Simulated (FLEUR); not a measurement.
The system is AgRh.

```xyz
2
Lattice="2.7776 0.0000 0.0000 -1.3888 2.4055 0.0000 0.0000 0.0000 4.8086" Properties=species:S:1:pos:R:3 pbc="T T T"
Ag    0.0000    0.0000    2.4043
Rh    1.3888    0.8018    0.0000
```

The cell comes from a database or a generator and needn't be the stable form of this composition.

| Quantity | Value |
| --- | --- |
| Program | FLEUR MaX-R8.1 (later development tree) |
| Task | single point |
| Functional | PBE |
| Potentials or basis | all-electron |
| Basis | FLAPW |
| Kmax | 4.15 1/bohr |
| k mesh | 11 × 11 × 6 |
| Occupations | fermi-dirac, width 0.05 eV |
| Spin | no spin polarisation |
| Gmax | 12.9 1/bohr |
| Muffin-tin radii | Ag 2.36, Rh 2.36 bohr |
| lmax | Ag 10, Rh 10 |
| lnonsphr | Ag 10, Rh 10 |
| Local orbitals a species | Ag 5, Rh 5 |
| Max iterations | 60 |
| Mixing factor | 0.05 |
| Mixer | Anderson |
| Mixer history | 15 |

On this cell: largest force under 0.003 eV/Å; band gap on the k mesh none (metal or under the smearing width).

The same run follows on a disturbed copy (atoms moved at random, drawn with an rms of 0.05 Å):

```xyz
2
Lattice="2.7776 0.0000 0.0000 -1.3888 2.4055 0.0000 0.0000 0.0000 4.8086" Properties=species:S:1:pos:R:3 pbc="T T T"
Ag   -0.0691   -0.0115    2.4209
Rh    1.4279    0.7566   -0.0426
```

Question: What changes?

Answer: The energy (extrapolated to zero smearing) moves by +9.3 meV/atom; largest force 0.433 eV/Å; band gap on the k mesh none (metal or under the smearing width).

Forces on the atoms (eV/Å):
```
Ag   0.111 -0.047 -0.416
Rh  -0.111  0.047  0.416
```
